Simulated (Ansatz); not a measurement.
**CsK3 (Pm-3m): equation of state with a fit, by script**

A script is to give an equation of state with a fit; the system is CsK3 (Pm-3m).

Program: the Python package of Ansatz 0.2.0. Level of theory: DFT r2SCAN, plane waves, PAW. These are calculated values, not measurements.

## 1. The system

It takes space group Pm-3m (No. 221, cubic). Conventional cell: a = 7.034 Å, b = 7.034 Å, c = 7.034 Å, α = 90.00°, β = 90.00°, γ = 90.00°.

No structure file is read: the coordinates are typed or built in the script.

## 2. The script

run_eos.py reads:

```python
import ansatz as az
import numpy as np
from pymatgen.analysis.eos import EOS

vectors0 = np.array([
    [7.03429, 0.0, 0.0],
    [0.0, 7.03429, 0.0],
    [0.0, 0.0, 7.03429],
])
sites = [
    ('K', [0.0, 0.5, 0.5]),
    ('K', [0.5, 0.0, 0.5]),
    ('K', [0.5, 0.5, 0.0]),
    ('Cs', [0.0, 0.0, 0.0]),
]


def on_lattice(cell):
    crystal = az.Crystal(lattice=az.Lattice.of(cell))
    for symbol, position in sites:
        crystal = crystal.atom(symbol, position)
    return crystal


def main() -> None:
    volumes, energies, pressures = [], [], []
    for scale in np.linspace(0.92, 1.08, 7):
        cell = vectors0 * scale ** (1 / 3)
        calc = on_lattice(cell).calculation()
        calc = calc.functional('r2SCAN')
        calc = calc.basis(41 * az.Ry)
        calc = calc.occupations('Fermi-Dirac').scf(tolerance=1e-09)
        calc = calc.kpoints(4, 4, 4)
        calc = calc.stress()
        data = calc.run().report
        volumes.append(abs(np.linalg.det(cell)) / len(sites))
        energies.append(data['free_energy_ev'] / len(sites))
        pressures.append(np.trace(data['stress_gpa']) / 3)
        print(f'V = {volumes[-1]:8.4f} A^3/atom  F = {energies[-1]:.5f} eV/atom  P = {pressures[-1]:8.3f} GPa')

    for form in ['pourier_tarantola', 'murnaghan']:
        fit = EOS(eos_name=form).fit(volumes, energies)
        print(f'{form:18s} V0 {fit.v0:8.4f} A^3/atom  B0 {fit.b0_GPa:7.1f} GPa  B1 {fit.b1:5.2f}')


if __name__ == '__main__':
    main()
```

## 3. The input behind the calls

The engine receives this input (first run):

```yaml
crystal:
  lattice:
    - [6.841471854383037, 0.0, 0.0]
    - [0.0, 6.841471854383037, 0.0]
    - [0.0, 0.0, 6.841471854383037]
  atoms:
    - { symbol: K, position: [0.0, 0.5, 0.5] }
    - { symbol: K, position: [0.5, 0.0, 0.5] }
    - { symbol: K, position: [0.5, 0.5, 0.0] }
    - { symbol: Cs, position: [0.0, 0.0, 0.0] }
basis:
  ecutwfc: 557.833418042754
kpoints:
  mp_grid:
    grid: [4, 4, 4]
hamiltonian:
  xc: r2scan
scf:
  convergence:
    dr2_threshold: 1.0e-09
  occupations:
    method: fermi_dirac
output:
  stress: true
```

## 4. The run

Launch:

```console
python run_eos.py
```

**Question.** Estimate the equilibrium volume and the bulk modulus.

The runs gave:

| quantity | value |
| --- | --- |
| runs compared | 7 |
| range of energy | 6.90 meV/atom |
| lowest point, volume (Å³/atom) | 87.016 |
| equilibrium volume (fit) | 87.92 Å³/atom |
| bulk modulus (fit) | 3 GPa |

In words: A third-order Birch-Murnaghan fit through the 7 points (the script's own form differs a little) has its minimum at 87.92 Å³ an atom, 1.0 % above the typed cell, with a bulk modulus of 3 GPa and dB/dP = 3.6. From that minimum the energy rises by 7.0 meV an atom on the compressed side and 3.3 meV on the expanded side. The mesh is modest for a metal, so energies can be off by several to tens of meV an atom and pressures by half a GPa or more; differences at equal mesh fare better. Pressure is positive in compression. The structure comes from a database of computed cells and needn't be a stable or known phase.
